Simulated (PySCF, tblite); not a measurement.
# C5H10BFO3: geometry, infrared bands and NMR shifts

Aim: predict the infrared bands and NMR shifts of C5H10BFO3 (`[BH3-][O+](CC=O)[C@H](F)C(C)=O`).

Computed with tblite 0.8.0 and PySCF 2.14.0, with density-fitted response routines of our own, on a single molecule in the gas phase. Atoms are numbered from 0 throughout.

## 1. The molecule as given

20 atoms, charge 0, multiplicity 1; geometry from: force field or distance geometry start.

Bonds of the start (Å): B0–O1 1.44, O1–C2 1.40, C2–C3 1.48, C3–O4 1.20, O1–C5 1.38, C5–F6 1.37, C5–C7 1.47, C7–C8 1.50, C7–O9 1.19, B0–H10 1.20, B0–H11 1.19, B0–H12 1.19, C2–H13 1.10, C2–H14 1.11, C3–H15 1.11, C5–H16 1.11, C8–H17 1.12, C8–H18 1.10, C8–H19 1.11.

## 2. Relaxing the molecule with GFN2-xTB

What the job is given:

```
{"job": {"kind": "relax", "xc": "GFN2-xTB", "basis": "xTB"}, "charge": 0, "multiplicity": 1}
B     -1.191400     1.511900     0.236300
O     -0.574100     0.322400    -0.282900
C     -1.376900    -0.765900     0.075000
C     -2.761500    -0.672300    -0.430700
O     -3.226200     0.228500    -1.080300
C      0.648300     0.018500     0.290800
F      0.969200     0.978200     1.214200
C      1.776600    -0.100600    -0.651300
C      3.149800    -0.431700    -0.143900
O      1.582600     0.048200    -1.820600
H     -2.211500     1.191800     0.783800
H     -0.536100     2.107000     1.024200
H     -1.536800     2.284600    -0.603900
H     -1.317100    -0.913100     1.167700
H     -0.894200    -1.663900    -0.375200
H     -3.450400    -1.505200    -0.166000
H      0.567500    -0.954100     0.820400
H      3.268900    -1.526600    -0.322500
H      3.933500     0.112300    -0.686800
H      3.174700    -0.259200     0.948600
```

On the command line:

```bash
$ OMP_NUM_THREADS=1 python probes_run.py task.json out
```

The driver reads the jobs from task.json and runs them one after another.

**Question.** This job is followed by: GFN2-xTB harmonic vibrations, gas phase; GIAO PBE0/pcSseg-1 NMR shielding, non-relativistic, gas phase. What will the session give for the following? strongest single infrared mode (GFN2-xTB); zero-point energy (GFN2-xTB); ¹³C shifts against TMS (PBE0/pcSseg-1); ¹H shifts against TMS (PBE0/pcSseg-1, means over atoms taken as alike); ¹¹B shifts against BF3·OEt2 (PBE0/pcSseg-1); ¹⁷O shifts against H2O (PBE0/pcSseg-1); ¹⁹F shifts against CFCl3 (PBE0/pcSseg-1).

As calculated:

| quantity | value |
| --- | --- |
| strongest single infrared mode (GFN2-xTB) | 1800 cm⁻¹, 412 km/mol |
| zero-point energy (GFN2-xTB) | 91.8 kcal/mol |
| ¹³C shifts against TMS (PBE0/pcSseg-1) | 203.6, 198.6, 110.5, 81.5, 30.9 ppm |
| ¹H shifts against TMS (PBE0/pcSseg-1, means over atoms taken as alike) | 9.61, 6.33, 5.04, 4.97, 3.23, 2.63 ppm |
| ¹¹B shifts against BF3·OEt2 (PBE0/pcSseg-1) | 1.6 ppm |
| ¹⁷O shifts against H2O (PBE0/pcSseg-1) | 686.6, 672.3, 75.5 ppm |
| ¹⁹F shifts against CFCl3 (PBE0/pcSseg-1) | -178.8 ppm |

Over 198 steps the energy fell by 2.384 eV; of the close pairs, B0–O1 changed most, 1.437 to 1.685 Å. No mode is imaginary among the 54: a minimum at this level. The strongest single mode, at 1800 cm⁻¹, moves mainly C3 and O4. GFN2-xTB is a fitted tight-binding method: band positions and strengths are rough. Its intensities can rank the bands wrongly. C7 (ketone carbonyl carbon) lies farthest downfield among carbon, at 203.6 ppm; the double bond to the heteroatom, with no lone-pair donor beside it, deshields it most. H15 (hydrogen on an aldehyde carbonyl carbon) lies farthest downfield among hydrogen, at 9.61 ppm; the formyl region, downfield of aromatic protons. At PBE0/pcSseg-1: The widest tensor belongs to O4: span 1390 ppm, with a paramagnetic part of -754 ppm.
